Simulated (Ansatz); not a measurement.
# BClF2H4Si: the cost of one run

Method: RKS B3LYP-D4/6-31G*, in Ansatz 0.2.0.

### 1 The structure to begin with

Bond lengths: B1–F2 1.670 Å, B1–Cl3 1.860 Å, B1–F4 1.320 Å, B1–Si5 2.250 Å, Si5–H6 1.460 Å, Si5–H7 1.460 Å, Si5–H8 1.460 Å, Si5–H9 1.442 Å. Angles (14 of 16 angles, heavy atoms first): F2–B1–Cl3 120.0°, F2–B1–F4 120.0°, F2–B1–Si5 71.6°, Cl3–B1–F4 120.0°, Cl3–B1–Si5 88.6°, F4–B1–Si5 109.9°, B1–Si5–H6 109.5°, B1–Si5–H7 109.5°, B1–Si5–H8 109.5°, B1–Si5–H9 60.6°, H6–Si5–H7 109.4°, H6–Si5–H8 109.4°, H6–Si5–H9 131.0°, H7–Si5–H8 109.4°.

Structure file:

```xyz
9

B     0.0000    0.0000    0.0000
F     0.0000    0.0000    1.6700
Cl    1.6108    0.0000   -0.9300
F    -1.1431    0.0000   -0.6600
Si    0.4732   -2.0821    0.7095
H    -0.4416   -3.0308    0.0812
H     1.8470   -2.4197    0.3481
H     0.3219   -2.1489    2.1601
H     0.2364   -1.0402    1.6785
```

### 2 Pulling towards end A

Springs on the bonds that form and break draw the guess towards this end; the thresholds are loose.

input.yaml reads:

```yaml
crystal:
  periodic: [false, false, false]
  atoms:
    - { symbol: B, position_ang: [0.0, 0.0, 0.0] }
    - { symbol: F, position_ang: [0.0, 0.0, 1.67] }
    - { symbol: Cl, position_ang: [1.6108, 0.0, -0.93] }
    - { symbol: F, position_ang: [-1.1431, 0.0, -0.66] }
    - { symbol: Si, position_ang: [0.4732, -2.0821, 0.7095] }
    - { symbol: H, position_ang: [-0.4416, -3.0308, 0.0812] }
    - { symbol: H, position_ang: [1.847, -2.4197, 0.3481] }
    - { symbol: H, position_ang: [0.3219, -2.1489, 2.1601] }
    - { symbol: H, position_ang: [0.2364, -1.0402, 1.6785] }
basis:
  gaussian: { orbitals: "6-31G*" }
hamiltonian:
  xc: b3lyp
  dispersion: d4
relax:
  f_tol: 0.15
  max_steps: 25
  restrain:
    - { distance: [0, 4], at: 3.15, k: 30.0 }
    - { distance: [8, 1], at: 2.12, k: 30.0 }
    - { distance: [0, 1], at: 1.32, k: 30.0 }
    - { distance: [8, 4], at: 1.46, k: 30.0 }
output:
  orbitals: {}
```

On the command line:

```sh
> ansatz run input.yaml --threads 2 --pin off --max-ram 3072MiB --backend cpu --events-out ev --progress --plain --runs-dir out
```

Q: Estimate wall time and peak memory on 2 threads of Intel Xeon Platinum 8175M at 2.50GHz (Skylake/Cascade Lake), shared host.

About 47 s, with a peak of 0.22 GiB.
